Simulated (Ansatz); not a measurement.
# C2H8AlF: the cost of one run

Program: Ansatz 0.2.0. Level of theory: RKS PBE0-D4/def2-SVP. These are calculated values, not measurements.

### Step 1. Starting point

Bond lengths: Al1–C2 2.288 Å, Al1–C3 1.966 Å, Al1–F4 1.646 Å, Al1–H5 1.734 Å, C2–H7 1.091 Å, C2–H8 1.108 Å, C2–H9 1.092 Å, C3–H10 1.093 Å, C3–H11 1.092 Å, C3–H12 1.093 Å. Angles (14 of 18 angles, heavy atoms first): C2–Al1–C3 117.9°, C2–Al1–F4 105.1°, C3–Al1–F4 128.0°, Al1–C2–H7 122.4°, Al1–C2–H8 88.1°, Al1–C2–H9 123.1°, C2–Al1–H5 37.8°, C3–Al1–H5 123.6°, F4–Al1–H5 108.2°, Al1–C3–H10 113.4°, Al1–C3–H11 109.0°, Al1–C3–H12 112.3°, H7–C2–H8 104.1°, H7–C2–H9 107.9°.

Structure file:

```xyz
12

Al   -0.6621    0.3318    0.3537
C     1.4842   -0.3310    0.7886
C    -1.2135    0.4859   -1.5268
F    -1.0730    1.3075    1.6142
H     0.2625   -0.9957    0.9770
H    -0.5702   -1.5141    1.1210
H     1.8756   -0.4151    1.8037
H     1.8228    0.6682    0.4512
H     2.0287   -1.0382    0.1603
H    -2.1680    1.0024   -1.6586
H    -1.3142   -0.5154   -1.9504
H    -0.4730    1.0136   -2.1339
```

### Step 2. A restrained relaxation towards end A

Springs on the bonds that form and break draw the guess towards this end; the thresholds are loose.

input.yaml

```yaml
crystal:
  periodic: [false, false, false]
  atoms:
    - { symbol: Al, position_ang: [-0.6621, 0.3318, 0.3537] }
    - { symbol: C, position_ang: [1.4842, -0.331, 0.7886] }
    - { symbol: C, position_ang: [-1.2135, 0.4859, -1.5268] }
    - { symbol: F, position_ang: [-1.073, 1.3075, 1.6142] }
    - { symbol: H, position_ang: [0.2625, -0.9957, 0.977] }
    - { symbol: H, position_ang: [-0.5702, -1.5141, 1.121] }
    - { symbol: H, position_ang: [1.8756, -0.4151, 1.8037] }
    - { symbol: H, position_ang: [1.8228, 0.6682, 0.4512] }
    - { symbol: H, position_ang: [2.0287, -1.0382, 0.1603] }
    - { symbol: H, position_ang: [-2.168, 1.0024, -1.6586] }
    - { symbol: H, position_ang: [-1.3142, -0.5154, -1.9504] }
    - { symbol: H, position_ang: [-0.473, 1.0136, -2.1339] }
basis:
  gaussian: { orbitals: def2-SVP }
hamiltonian:
  xc: pbe0
  dispersion: d4
relax:
  f_tol: 0.15
  max_steps: 25
  restrain:
    - { distance: [0, 5], at: 2.82, k: 30.0 }
    - { distance: [4, 1], at: 2.37, k: 30.0 }
    - { distance: [0, 1], at: 1.97, k: 30.0 }
    - { distance: [4, 5], at: 0.62, k: 30.0 }
```

The run is started by

```console
$ ansatz run input.yaml --threads 2 --pin off --max-ram 3072MiB --backend cpu --events-out ev --progress --plain --runs-dir out
```

**Question.** How long does this run take on 2 threads of Arm Neoverse V2, shared host, and how much memory does it need?

About 17 s, with a peak of 0.2 GiB.
